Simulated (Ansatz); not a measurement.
Consider an equation of state with a fit of HfN, space group P6_3/mmc (Ansatz 0.2.0 through its Python package).

`eos_hfn.py`:
```python
import ansatz as az
from ase.eos import EquationOfState
from ase.units import GPa
import numpy as np

VECTORS = np.array([
    [3.133908, 0.0, 0.0],
    [-1.566954, 2.714044, 0.0],
    [0.0, 0.0, 5.416768],
])
SITES = [
    ("Hf", (2 / 3, 1 / 3, 0.75)),
    ("Hf", (1 / 3, 2 / 3, 0.25)),
    ("N", (0.0, 0.0, 0.0)),
    ("N", (0.0, 0.0, 0.5)),
]


def on_lattice(cell):
    crystal = az.Crystal(lattice=az.Lattice.of(cell))
    for symbol, position in SITES:
        crystal = crystal.atom(symbol, position)
    return crystal

volumes, energies, pressures = [], [], []
for scale in np.linspace(0.92, 1.08, 7):
    cell = VECTORS * scale ** (1 / 3)
    calc = (
        on_lattice(cell).calculation()
        .functional("lda")
        .basis(550)
        .occupations("Fermi-Dirac", width=0.05)
        .kpoints(8, 8, 4)
        .stress()
    )
    data = calc.run().report
    volumes.append(abs(np.linalg.det(cell)) / len(SITES))
    energies.append(data["free_energy_ev"] / len(SITES))
    pressures.append(np.trace(data["stress_gpa"]) / 3)
    print(f"V = {volumes[-1]:8.4f} A^3/atom  F = {energies[-1]:.5f} eV/atom  P = {pressures[-1]:8.3f} GPa")

eos = EquationOfState(volumes, energies, eos="vinet")
v0, e0, bulk = eos.fit()
print(f"V0 = {v0:.4f} A^3/atom, E0 = {e0:.5f} eV/atom, B = {bulk / GPa:.1f} GPa")
```

Where does the minimum lie against the volume typed, and how stiff is the crystal?

A third-order Birch-Murnaghan fit through the 7 points has its minimum at 11.16 Å³ an atom, 3.1 % below the typed cell, with a bulk modulus of 294 GPa and dB/dP = 4.2. From that minimum the energy rises by 28.7 meV an atom on the compressed side and 111.6 meV on the expanded side.

The output:

```console
$ python eos_hfn.py
V =  10.5967 A^3/atom  F = -7927.26387 eV/atom  P =   17.009 GPa
V =  10.9039 A^3/atom  F = -7927.28686 eV/atom  P =    7.207 GPa
V =  11.2110 A^3/atom  F = -7927.29233 eV/atom  P =   -1.301 GPa
V =  11.5182 A^3/atom  F = -7927.28258 eV/atom  P =   -8.689 GPa
V =  11.8253 A^3/atom  F = -7927.25964 eV/atom  P =  -15.100 GPa
V =  12.1325 A^3/atom  F = -7927.22523 eV/atom  P =  -20.660 GPa
V =  12.4396 A^3/atom  F = -7927.18090 eV/atom  P =  -25.476 GPa
V0 = 11.1612 A^3/atom, E0 = -7927.29253 eV/atom, B = 294.6 GPa
```

Total energies depend on the potentials; only differences at equal settings carry meaning. Spin is left out of this run. Shape and fractional positions are held along the curve, so the bulk modulus is an upper value where they are free to relax. The mesh is modest for a metal, so energies can be off by several to tens of meV an atom and pressures by half a GPa or more; differences at equal mesh fare better. Pressure is positive in compression. Spin-orbit coupling, which matters for elements this heavy, is left out. At these settings the cell as given stands under about -9 GPa, so it isn't at this functional's equilibrium volume. This cell is a computed structure, which may not be the phase found in nature. Wall time of the script: 23 s on 1 thread of Intel(R) Xeon(R) Processor @ 2.30GHz, on a shared host, peak memory 0.56 GiB.
